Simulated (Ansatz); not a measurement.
# C3H11BSn: the cost of one run

Program: Ansatz 0.2.0. Level of theory: RHF/def2-SVP. These are calculated values, not measurements.

## (1) The system as given

Bond lengths (14 of 15 bonds, heavy atoms first): B1–Sn2 2.222 Å, Sn2–C3 2.129 Å, C3–C4 1.550 Å, C3–C5 1.529 Å, B1–H6 1.124 Å, B1–H7 1.218 Å, Sn2–H8 1.705 Å, Sn2–H9 1.737 Å, C3–H10 1.140 Å, C4–H11 1.040 Å, C4–H12 1.155 Å, C4–H13 1.095 Å, C5–H14 1.068 Å, C5–H15 1.118 Å. Angles (14 of 27 angles, heavy atoms first): B1–Sn2–C3 108.2°, Sn2–C3–C4 112.3°, Sn2–C3–C5 111.6°, C4–C3–C5 111.3°, B1–Sn2–H8 110.2°, B1–Sn2–H9 109.4°, C3–Sn2–H8 108.4°, C3–Sn2–H9 109.8°, Sn2–B1–H6 123.4°, Sn2–B1–H7 117.7°, Sn2–C3–H10 108.2°, C4–C3–H10 103.3°, C5–C3–H10 109.8°, C3–C4–H11 114.9°.

Coordinates:

```xyz
16

B    -0.7916    1.6641    2.2054
Sn   -1.1674    0.8984    0.1540
C     0.5726   -0.1416   -0.4983
C     0.9657   -1.2916    0.4635
C     0.4215   -0.6459   -1.9339
H     0.1895    1.5423    2.7409
H    -1.6705    2.3207    2.7345
H    -2.4764   -0.1940    0.1631
H    -1.4884    2.2327   -0.9110
H     1.4596    0.5711   -0.4312
H     1.8053   -1.8348    0.1773
H     0.0620   -2.0109    0.4896
H     0.9916   -0.8886    1.4813
H     1.3123   -1.1449   -2.2482
H    -0.4403   -1.3567   -1.9718
H     0.2315    0.2570   -2.5709
```

## (2) Relaxing end A

Contents of input.yaml:

```yaml
crystal:
  periodic: [false, false, false]
  atoms:
    - { symbol: B, position_ang: [-0.7916, 1.6641, 2.2054] }
    - { symbol: Sn, position_ang: [-1.1674, 0.8984, 0.154] }
    - { symbol: C, position_ang: [0.5726, -0.1416, -0.4983] }
    - { symbol: C, position_ang: [0.9657, -1.2916, 0.4635] }
    - { symbol: C, position_ang: [0.4215, -0.6459, -1.9339] }
    - { symbol: H, position_ang: [0.1895, 1.5423, 2.7409] }
    - { symbol: H, position_ang: [-1.6705, 2.3207, 2.7345] }
    - { symbol: H, position_ang: [-2.4764, -0.194, 0.1631] }
    - { symbol: H, position_ang: [-1.4884, 2.2327, -0.911] }
    - { symbol: H, position_ang: [1.4596, 0.5711, -0.4312] }
    - { symbol: H, position_ang: [1.8053, -1.8348, 0.1773] }
    - { symbol: H, position_ang: [0.062, -2.0109, 0.4896] }
    - { symbol: H, position_ang: [0.9916, -0.8886, 1.4813] }
    - { symbol: H, position_ang: [1.3123, -1.1449, -2.2482] }
    - { symbol: H, position_ang: [-0.4403, -1.3567, -1.9718] }
    - { symbol: H, position_ang: [0.2315, 0.257, -2.5709] }
basis:
  gaussian: { orbitals: def2-SVP }
hamiltonian:
  xc: hf
relax:
  f_tol: 0.015
  max_steps: 40
```

Started as:

```
ansatz run input.yaml --threads 2 --pin off --max-ram 3072MiB --backend cpu --events-out ev --progress --plain --runs-dir out
```

Q: Estimate wall time and peak memory on 2 threads of AMD EPYC 9R45 (Zen 5), shared host.

About 11 s, with a peak of 0.4 GiB.
